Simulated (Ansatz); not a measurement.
Geometry optimisation, Ansatz 0.2.0, DFT LDA, scalar-relativistic, plane waves, PAW.

Input:

```yaml
crystal:
  lattice:
    - [5.801, 0.0, 0.0]
    - [0.0, 5.658, 0.0]
    - [0.0, 0.0, 16.186511]
  atoms:
    - { symbol: W, position: [0.0, 0.0, 0.06177984] }
    - { symbol: C, position: [0.0, 0.25, 0.16523663] }
    - { symbol: W, position: [0.25, 0.0, 0.21696502] }
    - { symbol: C, position: [0.25, 0.25, 0.32042181] }
    - { symbol: W, position: [0.0, 0.5, 0.06177984] }
    - { symbol: C, position: [0.0, 0.75, 0.16523663] }
    - { symbol: W, position: [0.25, 0.5, 0.21696502] }
    - { symbol: C, position: [0.25, 0.75, 0.32042181] }
    - { symbol: W, position: [0.5, 0.0, 0.06177984] }
    - { symbol: C, position: [0.5, 0.25, 0.16523663] }
    - { symbol: W, position: [0.75, 0.0, 0.21696502] }
    - { symbol: C, position: [0.75, 0.25, 0.32042181] }
    - { symbol: W, position: [0.5, 0.5, 0.06177984] }
    - { symbol: C, position: [0.5, 0.75, 0.16523663] }
    - { symbol: W, position: [0.75, 0.5, 0.21696502] }
    - { symbol: C, position: [0.75, 0.75, 0.32042181] }
    - { symbol: Cl, position: [-0.08333333, -0.08333333, 0.41247377] }
    - { symbol: Cl, position: [0.08495729, 0.22517591, 0.41556276] }
basis:
  ecutwfc: 420.0
kpoints:
  mp_grid: { grid: [4, 4, 1] }
hamiltonian:
  xc: lda
  pseudopotentials: { kind: paw, azcp: { folder: soft_1 } }
scf:
  occupations: { method: gaussian, width: 0.05 }
  lower_state_search: "off"
relax:
  f_tol: 0.03
  max_steps: 60
  adjacent_minimum: "off"
  constraints: [{ sites: [0, 4, 8, 12] }]
output:
  write_density: true
  write_potential: true
  elf: true
  volumetric_format: npy
```

Launched with:

```bash
$ ansatz run input.yaml --threads 4 --pin off --max-ram 10240MiB --backend cpu --events-out ev --progress --plain --runs-dir out
```

Question: Where does it end, and by what steps?

Answer: It converged. The force dipped under the threshold on the way, but the program's further checks kept it going. Limits of this set-up: coarse k mesh, thin slab, slab without dipole correction, no dispersion correction for a molecule that may bind weakly, PAW files made for another functional. After 24 steps the energy has fallen by 11.840 eV; C12 moved furthest, 1.84 Å. Parted: Cl17–Cl18 (2.00 → 3.46 Å). Joined: W3–C12 (3.64 → 2.14 Å), C4–W11 (3.64 → 2.26 Å), C4–W15 (3.64 → 2.26 Å), W7–C12 (3.64 → 2.14 Å), C8–W11 (3.64 → 2.32 Å), C8–C14 (2.90 → 1.60 Å).

```csv
step,energy less start (eV),largest force component (eV/Å),accepted
0,0.0000,6.220,yes
1,-3.2264,4.868,yes
2,-5.1618,3.097,yes
3,-5.9712,1.395,yes
4,-6.4922,0.840,yes
5,-7.0244,0.545,yes
6,-7.3862,0.638,yes
7,-7.6613,0.766,yes
8,-7.9654,0.709,yes
9,-8.2937,0.790,yes
10,-8.6092,0.746,yes
11,-8.8635,0.576,yes
12,-9.2205,1.130,yes
13,-9.2840,3.627,yes
14,-9.9723,1.325,yes
15,-10.6785,1.561,yes
16,-11.3219,1.362,yes
17,-11.5342,2.466,yes
18,-11.7569,0.818,yes
19,-11.8160,0.784,yes
20,-11.8325,0.294,yes
21,-11.8375,0.134,yes
22,-11.8392,0.072,yes
23,-11.8401,0.022,yes
24,-11.8401,0.022,yes
```

```xyz
18
Lattice="5.8010 0.0000 0.0000 0.0000 5.6580 0.0000 0.0000 0.0000 16.1865" Properties=species:S:1:pos:R:3
W 0.000 0.000 1.000
C -0.043 1.414 2.413
W 1.375 0.056 3.396
C 0.013 1.414 4.610
W 0.000 2.829 1.000
C 0.001 4.243 2.523
W 1.375 2.773 3.396
C 2.774 4.243 4.145
W 2.901 0.000 1.000
C 2.875 1.414 2.509
W 4.416 0.068 3.450
C 2.883 1.414 4.073
W 2.901 2.829 1.000
C 2.909 4.244 2.555
W 4.416 2.761 3.450
C 3.987 4.243 4.924
Cl -1.784 -1.414 6.615
Cl 0.188 1.415 6.332
```

Whether the end is a true minimum wasn't checked by a vibrational analysis.

The run took 71 s on 4 threads of AMD EPYC 9R45 96-Core Processor (Zen 5), on a shared host, peak memory 1.6 GiB.
